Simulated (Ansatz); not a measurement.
# C7H12FHfN: one species, many methods

An exercise on one series of results from a longer session: the logs are not shown, and one member is left open.

Method: functionals in def2-TZVPP, the program's frozen cores in correlated methods; program: Ansatz 0.2.0, Gaussian basis.

Levels to be run: LDA (SPW92), PBE-D4, revPBE-D4, BLYP-D4, r2SCAN-D4, B97M-V, PBE0-D4, B3LYP-D4, r2SCANh-D4, r2SCAN0-D4, HSE06-D4, BHLYP-D4, CAM-B3LYP-D4, LC-ωPBE, ωB97X-V, ωB97M-V, B2PLYP, PBE-QIDH; CCSD(T)/def2-SVP; CCSD(T)/def2-TZVPP; MP2/def2-QZVPP; extrapolation to the limit; RPA on PBE.

**The relaxed structure**

An earlier PBE0-D4 in a triple-zeta def2 set relaxation fixed the geometry. Hf takes the def2 core potential; no spin-orbit term is included.

22 atoms, charge 0, spin multiplicity 1.

Atoms are counted from 1 here; the program's logs count them from 0.

Bond lengths: C1–C2 1.490 Å, C1–H11 1.091 Å, C1–H12 1.094 Å, C1–H13 1.091 Å, C2–C3 1.416 Å, C2–C6 1.413 Å, C2–Hf7 2.576 Å, C3–C4 1.413 Å, C3–Hf7 2.513 Å, C3–H14 1.082 Å, C4–C5 1.411 Å, C4–Hf7 2.492 Å, C4–H15 1.081 Å, C5–C6 1.413 Å, C5–Hf7 2.515 Å, C5–H16 1.080 Å, C6–Hf7 2.558 Å, C6–H17 1.081 Å and more. Angles: C2–C1–H11 111.5°, C2–C1–H12 110.2°, C2–C1–H13 111.7°, H11–C1–H12 107.7°, H11–C1–H13 107.9°, H12–C1–H13 107.8°, C1–C2–C3 126.5°, C1–C2–C6 126.5°, C1–C2–Hf7 124.4°, C3–C2–C6 106.9°, C3–C2–Hf7 71.4°, C6–C2–Hf7 73.3°, C2–C3–C4 108.8°, C2–C3–Hf7 76.3°, C2–C3–H14 125.4°, C4–C3–Hf7 72.8°, C4–C3–H14 125.8°, Hf7–C3–H14 117.2° and more.

The first run:

Contents of in.yaml:

```yaml
crystal:
  periodic: [false, false, false]
  atoms:
    - {symbol: C, position_ang: [0.914902, -0.654032, 2.144737]}
    - {symbol: C, position_ang: [1.006524, 0.140190, 0.887036]}
    - {symbol: C, position_ang: [1.777262, -0.180754, -0.256687]}
    - {symbol: C, position_ang: [1.693987, 0.888772, -1.176291]}
    - {symbol: C, position_ang: [0.854567, 1.873049, -0.613694]}
    - {symbol: C, position_ang: [0.431840, 1.409097, 0.651786]}
    - {symbol: Hf, position_ang: [-0.580760, -0.127838, -1.124246]}
    - {symbol: C, position_ang: [-1.311676, -1.877161, 0.065900]}
    - {symbol: N, position_ang: [-2.183166, 1.124225, -1.168197]}
    - {symbol: F, position_ang: [-0.429365, -0.910215, -2.876347]}
    - {symbol: H, position_ang: [-0.011892, -0.446191, 2.681295]}
    - {symbol: H, position_ang: [1.746859, -0.404143, 2.810002]}
    - {symbol: H, position_ang: [0.955947, -1.726058, 1.948535]}
    - {symbol: H, position_ang: [2.336648, -1.095856, -0.398391]}
    - {symbol: H, position_ang: [2.164222, 0.930270, -2.148382]}
    - {symbol: H, position_ang: [0.571168, 2.806309, -1.077670]}
    - {symbol: H, position_ang: [-0.226114, 1.931778, 1.332167]}
    - {symbol: H, position_ang: [-0.561989, -2.673030, 0.149025]}
    - {symbol: H, position_ang: [-2.174924, -2.305054, -0.461028]}
    - {symbol: H, position_ang: [-1.644879, -1.628929, 1.077581]}
    - {symbol: H, position_ang: [-2.997193, 0.913679, -1.732572]}
    - {symbol: H, position_ang: [-2.331938, 2.011893, -0.714569]}
basis:
  gaussian: {orbitals: def2-TZVPP}
hamiltonian: {xc: lda}
output: {orbitals: {seedname: orbitals}}
```

Steps of the session up to this table: LDA; PBE-D4 (GGA); revPBE-D4 (GGA); BLYP-D4 (GGA); r2SCAN-D4 (meta-GGA); B97M-V (meta-GGA); PBE0-D4 (hybrid); B3LYP-D4 (hybrid); r2SCANh-D4 (hybrid); r2SCAN0-D4 (hybrid); HSE06-D4 (hybrid); BHLYP-D4 (hybrid); CAM-B3LYP-D4 (range-separated); LC-ωPBE (range-separated); ωB97X-V (range-separated); ωB97M-V (range-separated); B2PLYP (double hybrid); PBE-QIDH (double hybrid).

One table of the session follows, with a row left open; its other results are not shown here.

It belongs to the step «Orbital energies across the functionals». 

```
  functional  HOMO (eV)  gap (eV)
 LDA (SPW92)      -5.99      4.48
      PBE-D4      -5.82      4.57
   revPBE-D4      -5.75      4.61
     BLYP-D4      -5.68      4.56
   r2SCAN-D4      -6.07      5.02
      B97M-V      -6.12      5.08
     PBE0-D4      -7.04      6.69
    B3LYP-D4      -6.81      6.23
  r2SCANh-D4      -6.53      5.80
  r2SCAN0-D4      -7.18      6.94
    HSE06-D4      -6.64      5.91
    BHLYP-D4      -7.97      8.62
CAM-B3LYP-D4      -8.31      9.04
     LC-ωPBE      -9.63     11.50
     ωB97X-V      -9.29     11.04
     ωB97M-V          ?         ?
```

Q: Estimate the row for ωB97M-V from the others.

The run gave: HOMO (eV): -9.21; gap (eV): 10.44. In the column «HOMO (eV)» it lies between ωB97X-V (-9.29) and CAM-B3LYP-D4 (-8.31).
